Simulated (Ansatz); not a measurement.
# CH6BOS (charge +1): rotation by 180° about the B1–O2 bond

Aim: the minimum-energy path and barrier of the rotation by 180° about the B1–O2 bond. The ends are relaxed first, then joined by a nudged elastic band. SMILES of the start: BO[SH+]C.

Method: RKS r2SCAN-D4/def2-SVP, in Ansatz 0.2.0.

## 1. The system as given

Bond lengths: B1–O2 1.352 Å, O2–S3 1.619 Å, S3–C4 1.803 Å, B1–H5 1.166 Å, B1–H6 1.169 Å, S3–H7 1.379 Å, C4–H8 1.088 Å, C4–H9 1.088 Å, C4–H10 1.087 Å. Angles: B1–O2–S3 130.6°, O2–B1–H5 112.5°, O2–B1–H6 122.9°, H5–B1–H6 124.6°, O2–S3–C4 99.2°, O2–S3–H7 95.6°, C4–S3–H7 95.4°, S3–C4–H8 108.8°, S3–C4–H9 108.5°, S3–C4–H10 110.4°, H8–C4–H9 108.8°, H8–C4–H10 110.0°, H9–C4–H10 110.3°.

Coordinates:

```xyz
10

B    -0.9229    1.8936    0.5063
O    -0.1689    0.9293   -0.0672
S     0.7736   -0.2074    0.5970
C     0.2961   -1.6126   -0.4275
H    -1.4968    2.5376   -0.2785
H    -0.9845    2.0480    1.6635
H     1.9002    0.1090   -0.1327
H    -0.6531   -2.0030   -0.0659
H     1.0548   -2.3861   -0.3279
H     0.2013   -1.3084   -1.4671
```

## 2. Relaxing end A

input.yaml reads:

```yaml
crystal:
  periodic: [false, false, false]
  atoms:
    - { symbol: B, position_ang: [-0.92287, 1.89362, 0.50626] }
    - { symbol: O, position_ang: [-0.16889, 0.92929, -0.06724] }
    - { symbol: S, position_ang: [0.77364, -0.20738, 0.59705] }
    - { symbol: C, position_ang: [0.29614, -1.61263, -0.42746] }
    - { symbol: H, position_ang: [-1.4968, 2.53764, -0.27846] }
    - { symbol: H, position_ang: [-0.98445, 2.04796, 1.66346] }
    - { symbol: H, position_ang: [1.90023, 0.10898, -0.13271] }
    - { symbol: H, position_ang: [-0.65308, -2.00298, -0.0659] }
    - { symbol: H, position_ang: [1.05481, -2.38614, -0.32791] }
    - { symbol: H, position_ang: [0.20126, -1.30837, -1.46709] }
total_charge: 1
basis:
  gaussian: { orbitals: def2-SVP }
hamiltonian:
  xc: r2scan
  dispersion: d4
relax:
  f_tol: 0.015
  max_steps: 40
```

Started as:

```bash
$ ansatz run input.yaml --threads 2 --pin off --max-ram 3072MiB --backend cpu --events-out ev --progress --plain --runs-dir out
```

What it wrote (excerpt; [...] marks lines left out):

```text
Warning: RAYON_NUM_THREADS=2 ignored (pool sized by the plan → 2); use --threads N
[...]
Functional definition: r2SCAN
[...]
1008 factors; their error is unknown
[...]
mean field -14675.86671436 eV, -539.3281540929 hartree, gradient 1.7e-5 eV, S^2 0.000000; 0 other end points of the search recorded, 0 dependent functions left out
[...]
reference -14675.86672446 eV, -539.3281544640 hartree; 20, 20 occupied and 70, 70 virtual orbitals, 1008 factors
relax step   1: F+E_penalty+E_count = -14675.90256352 eV  Δ(F+E_penalty+E_count) = +0.000e0 eV  max|allowed force component| = 1.496e0 eV/Å  Δτ_max = 0.0000 Å  (28 SCF iters, accepted)
[...]
relax step   3: F+E_penalty+E_count = -14676.06017738 eV  Δ(F+E_penalty+E_count) = -4.241e-2 eV  max|allowed force component| = 2.839e-1 eV/Å  Δτ_max = 0.0874 Å  (29 SCF iters, accepted)
[...]
relax step   5: F+E_penalty+E_count = -14676.05759918 eV  Δ(F+E_penalty+E_count) = +2.578e-3 eV  max|allowed force component| = 5.222e-1 eV/Å  Δτ_max = 0.0752 Å  (29 SCF iters, rejected (line search))
[...]
relax step   7: F+E_penalty+E_count = -14676.07529219 eV  Δ(F+E_penalty+E_count) = -5.226e-4 eV  max|allowed force component| = 1.081e-1 eV/Å  Δτ_max = 0.0472 Å  (29 SCF iters, accepted)
[...]
relax step   8: F+E_penalty+E_count = -14676.07686815 eV  Δ(F+E_penalty+E_count) = -1.576e-3 eV  max|allowed force component| = 4.813e-2 eV/Å  Δτ_max = 0.0203 Å  (30 SCF iters, accepted)
[...]
relax step   9: F+E_penalty+E_count = -14676.07704322 eV  Δ(F+E_penalty+E_count) = -1.751e-4 eV  max|allowed force component| = 1.243e-2 eV/Å  Δτ_max = 0.0056 Å  (23 SCF iters, accepted)
1008 factors; their error is unknown
mean field -14676.04129678 eV, -539.3345698786 hartree, gradient 1.3e-5 eV, S^2 0.000000; 1 other end points of the search recorded, 0 dependent functions left out
[...]
reference -14676.04130690 eV, -539.3345702506 hartree; 20, 20 occupied and 70, 70 virtual orbitals, 1008 factors
Total energy: -14676.07705334 eV, -539.3358839081 hartree
Atom 0 at    -0.931683     1.912797     0.506150 Å, force     0.001624     0.001848    -0.004599 eV/Å
Atom 1 at    -0.237227     0.954857    -0.242067 Å, force     0.003207    -0.003224     0.005675 eV/Å
Atom 2 at     0.702710    -0.172170     0.518724 Å, force    -0.012434    -0.002395     0.001111 eV/Å
Atom 3 at     0.300973    -1.635461    -0.430582 Å, force     0.011472     0.005243     0.001476 eV/Å
Atom 4 at    -1.566359     2.651200    -0.189254 Å, force    -0.002888    -0.002293     0.003164 eV/Å
Atom 5 at    -0.838554     1.911641     1.702092 Å, force     0.001401     0.000431    -0.001393 eV/Å
Atom 6 at     1.884924     0.135934    -0.094659 Å, force     0.002786    -0.000695    -0.004251 eV/Å
Atom 7 at    -0.693547    -1.967189    -0.100397 Å, force    -0.001293     0.003649    -0.000488 eV/Å
Atom 8 at     1.055529    -2.395170    -0.167050 Å, force    -0.004189    -0.000567    -0.001086 eV/Å
Atom 9 at     0.323223    -1.396449    -1.502955 Å, force     0.000313    -0.001996     0.000391 eV/Å
Dipole moment:     0.382729    -0.435988    -0.008324 e Å
```

Run time: 29 s. Hardware: 2 threads of Arm Neoverse V1, shared host; peak memory 0.16 GiB.

Relaxation path:

```csv
step,energy from step 1 (eV),largest force component (eV/Å)
1,0.0000,1.4963
2,-0.1152,1.0109
3,-0.1576,0.2839
4x,-0.1467,0.3217
5x,-0.1550,0.5222
6,-0.1722,0.0758
7,-0.1727,0.1081
8,-0.1743,0.0481
9,-0.1745,0.0124
```

Step 1 is the start. 2 steps were tried and not accepted (marked x).

After: Bond lengths: B1–O2 1.400 Å, O2–S3 1.653 Å, S3–C4 1.790 Å, B1–H5 1.197 Å, B1–H6 1.200 Å, S3–H7 1.367 Å, C4–H8 1.099 Å, C4–H9 1.103 Å, C4–H10 1.099 Å. Angles: B1–O2–S3 120.2°, O2–B1–H5 112.0°, O2–B1–H6 119.6°, H5–B1–H6 128.4°, O2–S3–C4 100.7°, O2–S3–H7 97.6°, C4–S3–H7 98.1°, S3–C4–H8 106.9°, S3–C4–H9 106.4°, S3–C4–H10 109.6°, H8–C4–H9 109.8°, H8–C4–H10 112.2°, H9–C4–H10 111.7°.

## 3. Relaxing end B

The second end starts from a geometry with the move made by hand.

input.yaml reads:

```yaml
crystal:
  periodic: [false, false, false]
  atoms:
    - { symbol: B, position_ang: [-0.92287, 1.89362, 0.50626] }
    - { symbol: O, position_ang: [-0.16889, 0.92929, -0.06724] }
    - { symbol: S, position_ang: [0.0652, 0.56108, -1.6265] }
    - { symbol: C, position_ang: [1.84875, 0.29591, -1.59541] }
    - { symbol: H, position_ang: [-1.4968, 2.53764, -0.27846] }
    - { symbol: H, position_ang: [-0.98445, 2.04796, 1.66346] }
    - { symbol: H, position_ang: [-0.26681, -0.77154, -1.50113] }
    - { symbol: H, position_ang: [2.34688, 1.26319, -1.61386] }
    - { symbol: H, position_ang: [2.13057, -0.26136, -2.48639] }
    - { symbol: H, position_ang: [2.13449, -0.25246, -0.70096] }
total_charge: 1
basis:
  gaussian: { orbitals: def2-SVP }
hamiltonian:
  xc: r2scan
  dispersion: d4
relax:
  f_tol: 0.015
  max_steps: 40
```

Started as:

```bash
$ ansatz run input.yaml --threads 2 --pin off --max-ram 3072MiB --backend cpu --events-out ev --progress --plain --runs-dir out
```

What it wrote (excerpt; [...] marks lines left out):

```text
Warning: RAYON_NUM_THREADS=2 ignored (pool sized by the plan → 2); use --threads N
[...]
Functional definition: r2SCAN
[...]
1008 factors; their error is unknown
[...]
mean field -14675.77339762 eV, -539.3247247660 hartree, gradient 1.8e-5 eV, S^2 0.000000; 0 other end points of the search recorded, 0 dependent functions left out
[...]
reference -14675.77340774 eV, -539.3247251379 hartree; 20, 20 occupied and 70, 70 virtual orbitals, 1008 factors
relax step   1: F+E_penalty+E_count = -14675.80925632 eV  Δ(F+E_penalty+E_count) = +0.000e0 eV  max|allowed force component| = 1.726e0 eV/Å  Δτ_max = 0.0000 Å  (27 SCF iters, accepted)
[...]
relax step   6: F+E_penalty+E_count = -14676.07671973 eV  Δ(F+E_penalty+E_count) = -6.526e-3 eV  max|allowed force component| = 3.806e-2 eV/Å  Δτ_max = 0.0454 Å  (30 SCF iters, accepted)
[...]
Total energy: -14676.07709179 eV, -539.3358853209 hartree
Atom 0 at    -0.962947     1.927813     0.461157 Å, force    -0.007876     0.006791     0.003776 eV/Å
Atom 1 at    -0.095932     0.902523     0.066813 Å, force     0.012161    -0.000621    -0.003238 eV/Å
Atom 2 at     0.104666     0.554396    -1.536464 Å, force     0.009539     0.003200     0.003242 eV/Å
Atom 3 at     1.872989     0.283320    -1.598146 Å, force    -0.008926    -0.011615    -0.004385 eV/Å
Atom 4 at    -1.563975     2.547683    -0.371735 Å, force     0.000617    -0.000589     0.003597 eV/Å
Atom 5 at    -0.990621     2.059407     1.650090 Å, force    -0.001946     0.002592    -0.002036 eV/Å
Atom 6 at    -0.287081    -0.754058    -1.484760 Å, force    -0.002724    -0.008971    -0.008371 eV/Å
Atom 7 at     2.349783     1.272506    -1.551515 Å, force    -0.002727     0.004135     0.004288 eV/Å
Atom 8 at     2.083344    -0.187275    -2.572921 Å, force    -0.002384     0.002102    -0.000350 eV/Å
Atom 9 at     2.175845    -0.362984    -0.762748 Å, force     0.004267     0.002975     0.003477 eV/Å
Dipole moment:     0.213457    -0.327511    -0.429118 e Å
```

Run time: 22 s. Hardware: 2 threads of Arm Neoverse V1, shared host; peak memory 0.17 GiB.

Relaxation path:

```csv
step,energy from step 1 (eV),largest force component (eV/Å)
1,0.0000,1.7258
2,-0.2021,0.8267
3,-0.2534,0.4029
4,-0.2547,0.2990
5,-0.2609,0.3162
6,-0.2675,0.0381
7,-0.2678,0.0122
```

Step 1 is the start.

After: Bond lengths: B1–O2 1.399 Å, O2–S3 1.653 Å, S3–C4 1.790 Å, B1–H5 1.200 Å, B1–H6 1.197 Å, S3–H7 1.367 Å, C4–H8 1.099 Å, C4–H9 1.103 Å, C4–H10 1.099 Å. Angles: B1–O2–S3 120.2°, O2–B1–H5 119.6°, O2–B1–H6 112.0°, H5–B1–H6 128.4°, O2–S3–C4 100.7°, O2–S3–H7 97.5°, C4–S3–H7 98.0°, S3–C4–H8 106.9°, S3–C4–H9 106.5°, S3–C4–H10 109.6°, H8–C4–H9 109.8°, H8–C4–H10 112.2°, H9–C4–H10 111.6°.

## 4. Nudged elastic band

crystal.atoms is end A as relaxed above, and neb.final_atoms is end B, turned to lie on A. With 7 inner images the band has 9 in all.

input.yaml reads:

```yaml
crystal:
  periodic: [false, false, false]
  atoms:
    - { symbol: B, position_ang: [-0.931683, 1.912797, 0.50615] }
    - { symbol: O, position_ang: [-0.237227, 0.954857, -0.242067] }
    - { symbol: S, position_ang: [0.70271, -0.17217, 0.518724] }
    - { symbol: C, position_ang: [0.300973, -1.635461, -0.430582] }
    - { symbol: H, position_ang: [-1.566359, 2.6512, -0.189254] }
    - { symbol: H, position_ang: [-0.838554, 1.911641, 1.702092] }
    - { symbol: H, position_ang: [1.884924, 0.135934, -0.094659] }
    - { symbol: H, position_ang: [-0.693547, -1.967189, -0.100397] }
    - { symbol: H, position_ang: [1.055529, -2.39517, -0.16705] }
    - { symbol: H, position_ang: [0.323223, -1.396449, -1.502955] }
total_charge: 1
basis:
  gaussian: { orbitals: def2-SVP }
hamiltonian:
  xc: r2scan
  dispersion: d4
neb:
  order_check: false
  images: 7
  f_tol: 0.05
  max_iterations: 60
  initial_path: idpp
  final_atoms:
    - { symbol: B, position_ang: [-0.93198795, 1.91221811, 0.50758031] }
    - { symbol: O, position_ang: [-0.24124559, 0.95313832, -0.24174121] }
    - { symbol: S, position_ang: [0.705239, -0.17008233, 0.51619771] }
    - { symbol: C, position_ang: [0.30196039, -1.6356764, -0.42913476] }
    - { symbol: H, position_ang: [-0.8274091, 1.91736653, 1.70266161] }
    - { symbol: H, position_ang: [-1.57621437, 2.64438793, -0.18563263] }
    - { symbol: H, position_ang: [1.8821255, 0.14012092, -0.10581755] }
    - { symbol: H, position_ang: [-0.69374131, -1.96447965, -0.09979838] }
    - { symbol: H, position_ang: [1.05398511, -2.39665998, -0.16219283] }
    - { symbol: H, position_ang: [0.32727731, -1.40034346, -1.50212027] }
```

Started as:

```bash
$ ansatz run input.yaml --threads 2 --pin off --max-ram 3072MiB --backend cpu --events-out ev --progress --plain --runs-dir out
```

What it wrote (excerpt; [...] marks lines left out):

```text
Warning: RAYON_NUM_THREADS=2 ignored (pool sized by the plan → 2); use --threads N
[...]
Functional definition: r2SCAN
[...]
1008 factors; their error is unknown
[...]
mean field -14676.04128114 eV, -539.3345693036 hartree, gradient 4.3e-5 eV, S^2 0.000000; 0 other end points of the search recorded, 0 dependent functions left out
[...]
reference -14676.04129124 eV, -539.3345696751 hartree; 20, 20 occupied and 70, 70 virtual orbitals, 1008 factors
1008 factors; their error is unknown
[...]
mean field -14676.04131360 eV, -539.3345704967 hartree, gradient 4.4e-5 eV, S^2 0.000000; 0 other end points of the search recorded, 0 dependent functions left out
[...]
reference -14676.04132370 eV, -539.3345708680 hartree; 20, 20 occupied and 70, 70 virtual orbitals, 1008 factors
NEB end point (image 0): max|allowed force component| = 1.233e-2 eV/Å (the criterion of neb.relax_end_points is 1.000e-2)
[...]
Atom 0 at    -1.128803     1.911925     0.426806 Å, force     0.003403     0.012259     0.003070 eV/Å
Atom 1 at    -0.375747     0.824977    -0.122845 Å, force     0.012205    -0.005491     0.005206 eV/Å
Atom 2 at     0.892920    -0.015086     0.316159 Å, force    -0.008202     0.009786    -0.002958 eV/Å
Atom 3 at     0.472474    -1.670067    -0.219828 Å, force     0.000337     0.000584    -0.001838 eV/Å
Atom 4 at    -0.799386     3.006288     0.068812 Å, force    -0.000073     0.002008     0.002838 eV/Å
Atom 5 at    -2.039458     1.614840     1.145743 Å, force    -0.004211    -0.012615    -0.006631 eV/Å
Atom 6 at     1.760328     0.286946    -0.705028 Å, force    -0.002589    -0.005621    -0.003581 eV/Å
Atom 7 at    -0.291227    -2.049265     0.473605 Å, force     0.000469     0.001984     0.002560 eV/Å
Atom 8 at     1.396026    -2.265592    -0.125691 Å, force     0.000151    -0.000811     0.000728 eV/Å
Atom 9 at     0.112862    -1.644976    -1.257730 Å, force    -0.001491    -0.002084     0.000606 eV/Å
Dipole moment:     0.389951    -0.346600    -0.091493 e Å
this run last wrote the band of iteration 12 to <dir>
```

It took 3.8 min on 2 threads of Arm Neoverse V1, shared host; peak memory 0.14 GiB.

## 5. Images and barrier

Images 0 and 8 are the ends. Energies count from image 0; the path length is the program's own measure over all atoms.

| image | path (Å) | energy (eV) | dihedral H5–B1–O2–S3 (°) | band force (eV/Å) |
| --- | --- | --- | --- | --- |
| 0 | 0.000 | 0.0000 | -180 | - |
| 1 | 0.615 | 0.0074 | 178 | 0.023 |
| 2 | 1.230 | 0.0801 | 164 | 0.013 |
| 3 | 1.845 | 0.3117 | 139 | 0.040 |
| 4* | 2.460 | 0.5304 | 93 | 0.013 |
| 5 | 3.173 | 0.2582 | 35 | 0.014 |
| 6 | 3.887 | 0.0531 | 10 | 0.017 |
| 7 | 4.600 | 0.0087 | 3 | 0.008 |
| 8 | 5.313 | 0.0000 | 0 | - |

The star marks the climbing image.

image, energy (eV) and a bar:
```
        0      0.000 
        1      0.007 
        2      0.080 #####
        3      0.312 ##################
        4      0.530 ##############################
        5      0.258 ###############
        6      0.053 ###
        7      0.009 
        8      0.000
```

The top of the band by iteration:

```csv
iteration,highest image above image 0 (eV),largest band force (eV/Å)
1,0.6555,1.863
2,0.5917,0.977
3,0.5621,0.797
4,0.5092,0.871
5,0.5107,0.432
6,0.5319,0.290
7,0.5396,0.344
8,0.5363,0.232
9,0.5335,0.082
10,0.5328,0.382
11,0.5307,0.128
12,0.5304,0.040
```

The band as a trajectory file:

```xyz
10
image=0 dE=0.0000
B    -0.932    1.913    0.506
O    -0.237    0.955   -0.242
S     0.703   -0.172    0.519
C     0.301   -1.635   -0.431
H    -1.566    2.651   -0.189
H    -0.839    1.912    1.702
H     1.885    0.136   -0.095
H    -0.694   -1.967   -0.100
H     1.056   -2.395   -0.167
H     0.323   -1.396   -1.503
10
image=1 dE=0.0074
B    -0.970    1.842    0.451
O    -0.055    1.078   -0.282
S     0.835   -0.091    0.473
C     0.285   -1.586   -0.347
H    -1.509    2.673   -0.220
H    -1.134    1.607    1.617
H     1.979    0.108   -0.245
H    -0.678   -1.868    0.101
H     1.041   -2.356   -0.120
H     0.206   -1.407   -1.429
10
image=2 dE=0.0801
B    -1.012    1.849    0.420
O    -0.016    1.142   -0.268
S     0.873   -0.060    0.427
C     0.305   -1.606   -0.285
H    -1.311    2.853   -0.159
H    -1.456    1.440    1.457
H     1.946    0.124   -0.393
H    -0.548   -1.962    0.308
H     1.157   -2.298   -0.157
H     0.061   -1.482   -1.350
10
image=3 dE=0.3117
B    -1.074    1.896    0.431
O    -0.143    1.065   -0.230
S     0.871   -0.053    0.366
C     0.379   -1.662   -0.250
H    -1.049    2.997   -0.036
H    -1.773    1.500    1.321
H     1.839    0.192   -0.565
H    -0.403   -2.054    0.412
H     1.292   -2.277   -0.150
H     0.061   -1.603   -1.300
10
image=4 dE=0.5304
B    -1.129    1.912    0.427
O    -0.376    0.825   -0.123
S     0.893   -0.015    0.316
C     0.472   -1.670   -0.220
H    -0.799    3.006    0.069
H    -2.039    1.615    1.146
H     1.760    0.287   -0.705
H    -0.291   -2.049    0.474
H     1.396   -2.266   -0.126
H     0.113   -1.645   -1.258
10
image=5 dE=0.2582
B    -1.148    1.876    0.391
O    -0.576    0.608    0.197
S     0.929    0.019    0.310
C     0.563   -1.659   -0.201
H    -0.572    2.891    0.119
H    -2.256    1.756    0.829
H     1.577    0.442   -0.826
H    -0.185   -2.029    0.516
H     1.494   -2.239   -0.107
H     0.173   -1.663   -1.228
10
image=6 dE=0.0531
B    -1.170    1.837    0.350
O    -0.738    0.516    0.221
S     0.851    0.069    0.294
C     0.646   -1.654   -0.142
H    -0.378    2.739    0.353
H    -2.362    1.904    0.429
H     1.320    0.533   -0.907
H     0.005   -2.081    0.643
H     1.643   -2.122   -0.106
H     0.184   -1.739   -1.135
10
image=7 dE=0.0087
B    -1.225    1.815    0.337
O    -0.769    0.551   -0.051
S     0.818    0.139    0.162
C     0.691   -1.631   -0.057
H    -0.446    2.616    0.775
H    -2.400    1.947    0.156
H     1.295    0.455   -1.082
H     0.172   -2.019    0.831
H     1.722   -2.021   -0.088
H     0.143   -1.852   -0.983
10
image=8 dE=0.0000
B    -0.935    1.911    0.507
O    -0.244    0.952   -0.242
S     0.707   -0.168    0.515
C     0.304   -1.636   -0.428
H    -0.827    1.918    1.702
H    -1.582    2.641   -0.185
H     1.882    0.144   -0.110
H    -0.690   -1.966   -0.096
H     1.058   -2.395   -0.162
H     0.327   -1.401   -1.501
```

## 6. Frequencies at the highest image

The geometry is the highest inner image of the first converged band.

input.yaml reads:

```yaml
crystal:
  periodic: [false, false, false]
  atoms:
    - { symbol: B, position_ang: [-1.128803, 1.911925, 0.426806] }
    - { symbol: O, position_ang: [-0.375747, 0.824977, -0.122845] }
    - { symbol: S, position_ang: [0.89292, -0.015086, 0.316159] }
    - { symbol: C, position_ang: [0.472474, -1.670067, -0.219828] }
    - { symbol: H, position_ang: [-0.799386, 3.006288, 0.068812] }
    - { symbol: H, position_ang: [-2.039458, 1.61484, 1.145743] }
    - { symbol: H, position_ang: [1.760328, 0.286946, -0.705028] }
    - { symbol: H, position_ang: [-0.291227, -2.049265, 0.473605] }
    - { symbol: H, position_ang: [1.396026, -2.265592, -0.125691] }
    - { symbol: H, position_ang: [0.112862, -1.644976, -1.25773] }
total_charge: 1
basis:
  gaussian: { orbitals: def2-SVP }
hamiltonian:
  xc: r2scan
  dispersion: d4
phonons: {}
```

Started as:

```bash
$ ansatz run input.yaml --threads 2 --pin off --max-ram 3072MiB --backend cpu --events-out ev --progress --plain --runs-dir out
```

What it wrote (excerpt; [...] marks lines left out):

```text
Warning: RAYON_NUM_THREADS=2 ignored (pool sized by the plan → 2); use --threads N
[...]
Functional definition: r2SCAN
[...]
1008 factors; their error is unknown
[...]
mean field -14675.51111969 eV, -539.3150862300 hartree, gradient 1.8e-5 eV, S^2 0.000000; 0 other end points of the search recorded, 0 dependent functions left out
[...]
reference -14675.51112983 eV, -539.3150866024 hartree; 20, 20 occupied and 70, 70 virtual orbitals, 1008 factors
[...]
1008 factors; their error is unknown
mean field -14675.51102555 eV, -539.3150827705 hartree, gradient 1.5e-6 eV, S^2 0.000000; 0 other end points of the search recorded, 0 dependent functions left out
[...]
reference -14675.51103569 eV, -539.3150831428 hartree; 20, 20 occupied and 70, 70 virtual orbitals, 1008 factors
[...]
1008 factors; their error is unknown
mean field -14675.51101518 eV, -539.3150823892 hartree, gradient 1.7e-6 eV, S^2 0.000000; 0 other end points of the search recorded, 0 dependent functions left out
[...]
WARN: phonons: modes at or below zero, which the zero-point energy, F, S and C_V leave out: 1, the lowest at -373.57 cm⁻¹. A minimum has none, and a first-order saddle one
[...]
Atom 1 at    -0.375747     0.824977    -0.122845 Å, force     0.012725    -0.006214     0.004987 eV/Å
Atom 2 at     0.892920    -0.015086     0.316159 Å, force    -0.008003     0.010330    -0.002863 eV/Å
Atom 3 at     0.472474    -1.670067    -0.219828 Å, force     0.000047     0.000636    -0.001923 eV/Å
Atom 4 at    -0.799386     3.006288     0.068812 Å, force    -0.000072     0.001975     0.002874 eV/Å
Atom 5 at    -2.039458     1.614840     1.145743 Å, force    -0.004187    -0.012592    -0.006675 eV/Å
Atom 6 at     1.760328     0.286946    -0.705028 Å, force    -0.002572    -0.005763    -0.003614 eV/Å
Atom 7 at    -0.291227    -2.049265     0.473605 Å, force     0.000454     0.001949     0.002545 eV/Å
Atom 8 at     1.396026    -2.265592    -0.125691 Å, force     0.000155    -0.000839     0.000758 eV/Å
Atom 9 at     0.112862    -1.644976    -1.257730 Å, force    -0.001520    -0.001997     0.000617 eV/Å
Dipole moment:     0.389949    -0.346603    -0.091490 e Å
Vibrations: -373.57 72.85 148.50 222.09 282.68 673.36 751.32 792.52 941.99 977.94 1001.81 1053.74 1099.38 1199.66 1238.95 1319.13 1406.45 1426.36 2520.11 2633.76 2791.32 3044.13 3175.85 3207.51 cm⁻¹, zero-point energy 1.982594 eV
```

Run time: 85 s. Hardware: 2 threads of Arm Neoverse V1, shared host; peak memory 0.14 GiB.

Of 24 modes, 1 is imaginary by more than 30 cm⁻¹ (374i cm⁻¹).

## 7. Outcome

| quantity | value |
| --- | --- |
| end A | 6 moves, 0.174 eV lower |
| end B | 6 moves, 0.268 eV lower |
| barrier forwards | 0.53 eV |
| barrier backwards | 0.53 eV |
| second end relative to first | 0.000 eV |
| highest image | 4 of 0 to 8, climbing |
| band iterations | 12 |
| imaginary modes at the top | 374i cm⁻¹ |

The barrier from the first end is 0.53 eV, 21 times kT at 300 K; with a typical attempt rate of 10^13 per second that is roughly 10^4 events a second. The two ends lie within 1 meV of each other. The listed dihedral goes from -180° at end A through 93° at the highest image to 0° at end B. One imaginary mode, as a first-order saddle point has. Zero-point energy and entropy are left out.
